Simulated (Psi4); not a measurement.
**GaF (SMILES [F][Ga]), run twice**

Wanted: the charge distribution of GaF, LC-VV10/aug-cc-pVTZ-DK (DKH2, density fitting).

Program for the calculation: Psi4 1.11.

4 further runs of the same task are left out: 2 for a known fault of the program, 1 that didn't finish, 1 set aside as unsound or not needed.

## 1. Starting point

The species is GaF (2 atoms), meant as a singlet with charge 0. SMILES: `[F][Ga]`. Geometry: a GFN2-xTB relaxation, a rough one for these elements and not checked as a minimum.

Bond lengths: F1–Ga2 1.799 Å.

## 2. The input as first written

run.py reads:

```python
import psi4

psi4.set_memory(1600000000)
psi4.set_num_threads(1)
psi4.set_output_file('run.log', False)

m = psi4.geometry("""
F      0.000000     0.000000     0.000000
Ga     0.000000     0.000000     1.799150
units bohr
no_reorient
no_com
""")

psi4.set_options(dict(scf_type='mem_df', maxiter=60, relativistic='dkh', dkh_order=2))

result, w = psi4.energy('lc-vv10/aug-cc-pVTZ-DK', molecule=m, return_wfn=True)
psi4.oeprop(w, 'MAYER_INDICES', 'NO_OCCUPATIONS', 'ESP_AT_NUCLEI', 'WIBERG_LOWDIN_INDICES', 'QUADRUPOLE', title='LC-VV10')
print('E =', round(result, 9))
for k, v in sorted(psi4.core.scalar_variables().items()):
    print(f'{k:45s} {v:18.10f}')
```

The run is started by

```sh
$ python run.py
```

run.log:

```text
[...]
  Running in c2v symmetry.
[...]
  Nuclear repulsion =  155.073229024817266
[...]
  Multiplicity = 1
[...]
  Nalpha       = 20
  Nbeta        = 20
[...]
    Number of basis functions: 105
[...]
   @DF-RKS iter   1: -2039.68842392486295    2.12628e+00   4.75698e-02 DIIS/ADIIS
[...]
   @DF-RKS iter  10: -2041.42775054684307   -4.79940e-08   5.87375e-07 DIIS
[...]
    Orbital Energies [Eh]
    ---------------------
    Doubly Occupied:
       1A1  -375.855235     2A1   -46.723695     3A1   -40.723931
       1B1   -40.720399     1B2   -40.720399     4A1   -24.714276
       5A1    -5.873277     6A1    -4.163577     2B2    -4.014343
       2B1    -4.014343     7A1    -1.671139     3B2    -1.266158
       3B1    -1.266158     8A1    -1.142962     1A2    -1.044716
       9A1    -1.044716     4B2    -0.668433     4B1    -0.668433
      10A1    -0.555148    11A1    -0.271279
[...]
  @DF-RKS Final Energy: -2041.42775054684307
   => Energetics <=
    Nuclear Repulsion Energy =            155.0732290248172660
    One-Electron Energy =               -3147.2490208549984345
    Two-Electron Energy =                1028.0851966545087635
    DFT Exchange-Correlation Energy =     -77.4928376144464863
    Empirical Dispersion Energy =           0.0000000000000000
    VV10 Nonlocal Energy =                  0.1556822432756561
    Total Energy =                      -2041.4277505468430718
[...]
 Multipole Moments:
 ------------------------------------------------------------------------------------
     Multipole            Electronic (a.u.)      Nuclear  (a.u.)        Total (a.u.)
 ------------------------------------------------------------------------------------
 L = 1.  Multiply by 2.5417464519 to convert [e a0] to [Debye]
 Dipole X            :          0.0000000            0.0000000            0.0000000
 Dipole Y            :          0.0000000            0.0000000            0.0000000
 Dipole Z            :        -56.9825195           55.7736500           -1.2088695
 Magnitude           :                                                    1.2088695
 L = 2.  Multiply by 1.3450342976 to convert [e a0^2] to [Debye ang]
 Quadrupole XX       :        -14.6471450            0.0000000          -14.6471450
 Quadrupole XY       :          0.0000000            0.0000000            0.0000000
[...]
```

Standard output:

```text
E = -2041.427750547
CURRENT ENERGY                                  -2041.4277505468
CURRENT REFERENCE ENERGY                        -2041.4277505468
DD SOLVATION ENERGY                                 0.0000000000
DFT FUNCTIONAL TOTAL ENERGY                     -2041.4277505468
DFT TOTAL ENERGY                                -2041.4277505468
DFT VV10 ENERGY                                     0.1556822433
DFT XC ENERGY                                     -77.4928376144
ESP AT CENTER 1                                   -26.4736470875
ESP AT CENTER 2                                  -152.6264453577
GRID ELECTRONS ALPHA                               20.0000037274
GRID ELECTRONS BETA                                20.0000037274
GRID ELECTRONS TOTAL                               40.0000074548
NUCLEAR REPULSION ENERGY                          155.0732290248
ONE-ELECTRON ENERGY                             -3147.2490208550
PCM POLARIZATION ENERGY                             0.0000000000
PE ENERGY                                           0.0000000000
SCF ITERATION ENERGY                            -2041.4277505468
SCF ITERATIONS                                     10.0000000000
SCF TOTAL ENERGY                                -2041.4277505468
TWO-ELECTRON ENERGY                              1028.0851966545
XC GRID RADIAL POINTS                              75.0000000000
XC GRID SPHERICAL POINTS                          302.0000000000
XC GRID TOTAL POINTS                            44583.0000000000
```

Wall time 9.9 s (1 thread of Intel Xeon 6975P-C (Granite Rapids), shared host); peak memory 0.82 GiB.

## 3. Reading the log

It ran to the end. The result can't be trusted all the same.

The cause is that the coordinates are read in the wrong unit, so the molecule is scaled by the ratio of bohr to ångström. As the program read them, the closest atoms are 0.95 Å apart, against 1.80 Å in the sound input.

## 4. Second attempt

fga.xyz reads:

```xyz
2
FGa
F      0.000000     0.000000     0.000000
Ga     0.000000     0.000000     1.799150
```

run.py reads:

```python
import psi4

psi4.set_memory(1600000000)
psi4.set_num_threads(1)
psi4.core.set_output_file('fga.out', False)

with open('fga.xyz') as f:
    atoms = ''.join(f.readlines()[2:])
molecule = psi4.geometry('0 1\n' + atoms + 'no_reorient\nno_com')

psi4.set_options({
    'scf_type': 'mem_df',
    'relativistic': 'dkh',
    'dkh_order': 2,
})

e, wfn = psi4.energy('lc-vv10/aug-cc-pVTZ-DK', return_wfn=True)
psi4.oeprop(wfn, 'MAYER_INDICES', 'NO_OCCUPATIONS', 'ESP_AT_NUCLEI', 'WIBERG_LOWDIN_INDICES', 'QUADRUPOLE', title='LC-VV10')
print(f'lc-vv10/aug-cc-pVTZ-DK energy: {e:.10f} Eh')
for k, v in sorted(psi4.core.scalar_variables().items()):
    print(f'{k:45s} {v:18.10f}')
```

The run is started by

```sh
$ python run.py
```

fga.out:

```text
[...]
  Running in c2v symmetry.
[...]
  Nuclear repulsion =   82.061218784942895
[...]
  Multiplicity = 1
[...]
  Nalpha       = 20
  Nbeta        = 20
[...]
    Number of basis functions: 105
[...]
   @DF-RKS iter   1: -2042.34439590452143   -3.14949e+00   3.31461e-02 ADIIS/DIIS
[...]
   @DF-RKS iter   9: -2043.40960634520025   -2.23858e-08   5.08449e-07 DIIS
[...]
    Orbital Energies [Eh]
    ---------------------
    Doubly Occupied:
       1A1  -375.859733     2A1   -46.663915     1B1   -40.671425
       1B2   -40.671425     3A1   -40.668134     4A1   -24.452706
       5A1    -5.707824     2B1    -3.899503     2B2    -3.899503
       6A1    -3.889924     7A1    -1.250681     1A2    -0.948033
       8A1    -0.948033     3B1    -0.942067     3B2    -0.942067
       9A1    -0.937694    10A1    -0.576504     4B1    -0.503886
       4B2    -0.503886    11A1    -0.389327
[...]
  @DF-RKS Final Energy: -2043.40960634520025
   => Energetics <=
    Nuclear Repulsion Energy =             82.0612187849428949
    One-Electron Energy =               -3011.2289590302398210
    Two-Electron Energy =                 962.3833737805261990
    DFT Exchange-Correlation Energy =     -76.7834904456483969
    Empirical Dispersion Energy =           0.0000000000000000
    VV10 Nonlocal Energy =                  0.1582505652187375
    Total Energy =                      -2043.4096063452002454
[...]
 Multipole Moments:
 ------------------------------------------------------------------------------------
     Multipole            Electronic (a.u.)      Nuclear  (a.u.)        Total (a.u.)
 ------------------------------------------------------------------------------------
 L = 1.  Multiply by 2.5417464519 to convert [e a0] to [Debye]
 Dipole X            :          0.0000000            0.0000000            0.0000000
 Dipole Y            :          0.0000000            0.0000000            0.0000000
 Dipole Z            :       -104.4533150          105.3969235            0.9436085
 Magnitude           :                                                    0.9436085
 L = 2.  Multiply by 1.3450342976 to convert [e a0^2] to [Debye ang]
 Quadrupole XX       :        -13.9558953            0.0000000          -13.9558953
 Quadrupole XY       :          0.0000000            0.0000000            0.0000000
[...]
```

The script printed:

```text
lc-vv10/aug-cc-pVTZ-DK energy: -2043.4096063452 Eh
CURRENT ENERGY                                  -2043.4096063452
CURRENT REFERENCE ENERGY                        -2043.4096063452
DD SOLVATION ENERGY                                 0.0000000000
DFT FUNCTIONAL TOTAL ENERGY                     -2043.4096063452
DFT TOTAL ENERGY                                -2043.4096063452
DFT VV10 ENERGY                                     0.1582505652
DFT XC ENERGY                                     -76.7834904456
ESP AT CENTER 1                                   -26.7018077074
ESP AT CENTER 2                                  -152.6057633929
GRID ELECTRONS ALPHA                               20.0000087421
GRID ELECTRONS BETA                                20.0000087421
GRID ELECTRONS TOTAL                               40.0000174842
NUCLEAR REPULSION ENERGY                           82.0612187849
ONE-ELECTRON ENERGY                             -3011.2289590302
PCM POLARIZATION ENERGY                             0.0000000000
PE ENERGY                                           0.0000000000
SCF ITERATION ENERGY                            -2043.4096063452
SCF ITERATIONS                                      9.0000000000
SCF TOTAL ENERGY                                -2043.4096063452
TWO-ELECTRON ENERGY                               962.3833737805
XC GRID RADIAL POINTS                              75.0000000000
XC GRID SPHERICAL POINTS                          302.0000000000
XC GRID TOTAL POINTS                            44673.0000000000
```

Wall time 9.3 s (1 thread of Intel Xeon 6975P-C (Granite Rapids), shared host); peak memory 0.81 GiB.

## 5. What came out

Level: LC-VV10/aug-cc-pVTZ-DK (DKH2, density fitting).

| quantity | value |
| --- | --- |
| total energy | -2043.40961 Eh |
| dipole moment | 2.40 D |
| HOMO energy | -10.59 eV |
| LUMO energy | 0.39 eV |
| HOMO–LUMO gap | 10.98 eV |

In words: The first attempt's energy was +53.929 eV off this one.
